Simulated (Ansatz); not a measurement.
**C₆H₁₁Cl: taking an electron away**

The task here is to estimate one member of a computed series from the others.

The runs use Ansatz 0.2.0, Gaussian basis; unrestricted cation, the program's frozen cores in correlated methods.

Plan: UKS PBE-D4/def2-TZVPP; UKS r2SCAN-D4/def2-TZVPP; UKS PBE0-D4/def2-TZVPP; UKS B3LYP-D4/def2-TZVPP; UKS wB97X-V/def2-TZVPP; UKS wB97M-V/def2-TZVPP; UKS B2PLYP/def2-TZVPP; UHF-CCSD(T)/def2-TZVPP; UHF-MP2/def2-QZVPP; extrapolation to the limit; then −ε(HOMO) from the neutral's earlier runs with LDA (SPW92), PBE-D4, revPBE-D4, BLYP-D4, r2SCAN-D4, B97M-V, PBE0-D4, B3LYP-D4, r2SCANh-D4, r2SCAN0-D4, HSE06-D4, BHLYP-D4, CAM-B3LYP-D4, LC-ωPBE, ωB97X-V, ωB97M-V.

## Structure used throughout

The geometry comes from an earlier relaxation with PBE0-D4 in a triple-zeta def2 set; it is a stationary point, not always the lowest conformer.

SMILES `ClC1CCCCC1`, 18 atoms, charge 0, spin multiplicity 1.

Atoms are counted from 1 here; the program's logs count them from 0.

Bond lengths: Cl1–C2 1.808 Å, C2–C3 1.518 Å, C2–C7 1.518 Å, C2–H8 1.090 Å, C3–C4 1.522 Å, C3–H9 1.098 Å, C3–H10 1.092 Å, C4–C5 1.523 Å, C4–H11 1.095 Å, C4–H12 1.093 Å, C5–C6 1.523 Å, C5–H13 1.094 Å, C5–H14 1.098 Å, C6–C7 1.522 Å, C6–H15 1.095 Å, C6–H16 1.093 Å, C7–H17 1.098 Å, C7–H18 1.092 Å. Angles: Cl1–C2–C3 109.9°, Cl1–C2–C7 109.9°, Cl1–C2–H8 103.9°, C3–C2–C7 112.0°, C3–C2–H8 110.4°, C7–C2–H8 110.4°, C2–C3–C4 112.6°, C2–C3–H9 106.7°, C2–C3–H10 109.8°, C4–C3–H9 109.4°, C4–C3–H10 111.2°, H9–C3–H10 106.9°, C3–C4–C5 111.3°, C3–C4–H11 109.1°, C3–C4–H12 109.6°, C5–C4–H11 109.5°, C5–C4–H12 110.5°, H11–C4–H12 106.7° and more.

Set-up of the first run:

in.yaml

```yaml
crystal:
  periodic: [false, false, false]
  atoms:
    - {symbol: Cl, position_ang: [-0.679950, -2.481093, 0.331665]}
    - {symbol: C, position_ang: [0.300028, -1.084007, 0.930084]}
    - {symbol: C, position_ang: [1.301389, -0.664082, -0.130584]}
    - {symbol: C, position_ang: [0.638847, 0.001434, -1.327710]}
    - {symbol: C, position_ang: [-0.243276, 1.165049, -0.895491]}
    - {symbol: C, position_ang: [-1.278011, 0.721617, 0.130008]}
    - {symbol: C, position_ang: [-0.618032, 0.057064, 1.329082]}
    - {symbol: H, position_ang: [0.815725, -1.481369, 1.804525]}
    - {symbol: H, position_ang: [1.988511, 0.046542, 0.347388]}
    - {symbol: H, position_ang: [1.898064, -1.525629, -0.438415]}
    - {symbol: H, position_ang: [0.032820, -0.739164, -1.859672]}
    - {symbol: H, position_ang: [1.406108, 0.341814, -2.028523]}
    - {symbol: H, position_ang: [-0.738071, 1.607432, -1.764693]}
    - {symbol: H, position_ang: [0.384460, 1.953045, -0.459345]}
    - {symbol: H, position_ang: [-1.973328, 0.014567, -0.334050]}
    - {symbol: H, position_ang: [-1.874336, 1.574309, 0.466165]}
    - {symbol: H, position_ang: [0.003202, 0.792445, 1.857159]}
    - {symbol: H, position_ang: [-1.364167, -0.299977, 2.042418]}
basis:
  gaussian: {orbitals: def2-TZVPP}
total_charge: 1
magnetization: {spin_polarized: true, initial_magnetization: 1}
hamiltonian: {xc: pbe, dispersion: d4}
```

Run with:

```sh
ansatz run in.yaml --threads 2 --pin off --events-out ev --progress --plain --max-ram 32768MiB --backend cuda --devices 0, --max-vram 18GiB
```

Among the steps run: Cation, UKS PBE-D4/def2-TZVPP; Cation, UKS r2SCAN-D4/def2-TZVPP; Cation, UKS PBE0-D4/def2-TZVPP; Cation, UKS B3LYP-D4/def2-TZVPP; Cation, UKS wB97X-V/def2-TZVPP; Cation, UKS wB97M-V/def2-TZVPP; Cation, UKS B2PLYP (frozen core)/def2-TZVPP; Cation, UHF-CCSD(T)/def2-TZVPP; Cation, UHF-MP2/def2-QZVPP.

One table of the session follows, with a row left open; its other results are not shown here.

For comparison, −ε(HOMO) of the neutral from earlier runs:

```
  functional  −ε(HOMO) (eV)
 LDA (SPW92)           6.79
      PBE-D4           6.68
   revPBE-D4              ?
     BLYP-D4           6.55
   r2SCAN-D4           6.98
      B97M-V           7.12
     PBE0-D4           8.06
    B3LYP-D4           7.82
  r2SCANh-D4           7.49
  r2SCAN0-D4           8.25
    HSE06-D4           7.66
    BHLYP-D4           9.34
CAM-B3LYP-D4           9.46
     LC-ωPBE          10.86
     ωB97X-V          10.50
     ωB97M-V          10.36
```

**Question.** Estimate the row for revPBE-D4.

**Answer.** −ε(HOMO) (eV): 6.63. In the column «−ε(HOMO) (eV)» it lies between BLYP-D4 (6.55) and PBE-D4 (6.68).

Limits of these values: The cation may have settled in a state other than its lowest; no search over hole states beyond the program's own was made.
